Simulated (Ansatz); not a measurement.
# CsKMg: the cost of one run

Method: DFT PBE, scalar-relativistic, plane waves, PAW, in Ansatz 0.2.0.

### 1 Starting point

It takes space group P-6m2 (No. 187, hexagonal). The conventional cell has a = 5.016 Å, b = 5.016 Å, c = 5.163 Å, α = 90.00°, β = 90.00°, γ = 120.00°. Around K (site symmetry -6m2) lie 6 Mg at 3.88 Å and 6 Cs at 3.88 Å. Around Cs (site symmetry -6m2) lie 3 Mg at 2.90 Å. Mg (site symmetry -6m2) is surrounded by 3 Cs at 2.90 Å.

Coordinates:

```
CELL_PARAMETERS angstrom
5.01564 0.00000 0.00000
-2.50782 4.34367 0.00000
0.00000 0.00000 5.16343
ATOMIC_POSITIONS crystal
K 0.00000 0.00000 0.00000
Cs 0.33333 0.66667 0.50000
Mg 0.66667 0.33333 0.50000
```

Recipe of the guess: species swapped into a database cell of SrSbPt (P-6m2, No. 187), with K on the Sr sites, Mg on the Sb sites and Cs on the Pt sites. Lengths come from tabulated atomic sizes and are only a guess.

### 2 The guess as it stands, on a coarse mesh

input.yaml reads:

```yaml
crystal:
  lattice:
    - [5.01564383, 0.0, 0.0]
    - [-2.50782192, 4.34367497, 0.0]
    - [0.0, 0.0, 5.16343291]
  atoms:
    - { symbol: K, position: [0.0, 0.0, 0.0] }
    - { symbol: Cs, position: [0.33333333, 0.66666667, 0.5] }
    - { symbol: Mg, position: [0.66666667, 0.33333333, 0.5] }
basis:
  ecutwfc: 420
kpoints:
  mp_grid: { grid: [6, 6, 4] }
hamiltonian:
  xc: pbe
scf:
  occupations: { method: gaussian, width: 0.1 }
  lower_state_search: "off"
output:
  forces: true
  stress: true
  eigenvalues: true
```

Command:

```console
> ansatz run input.yaml --threads 1 --pin off --max-ram 2560MiB --backend cpu --events-out ev --progress --plain --runs-dir out
```

Q: Estimate wall time and peak memory on 1 thread of Arm Neoverse V2, shared host.

About 3.5 s, with a peak of 0.33 GiB.
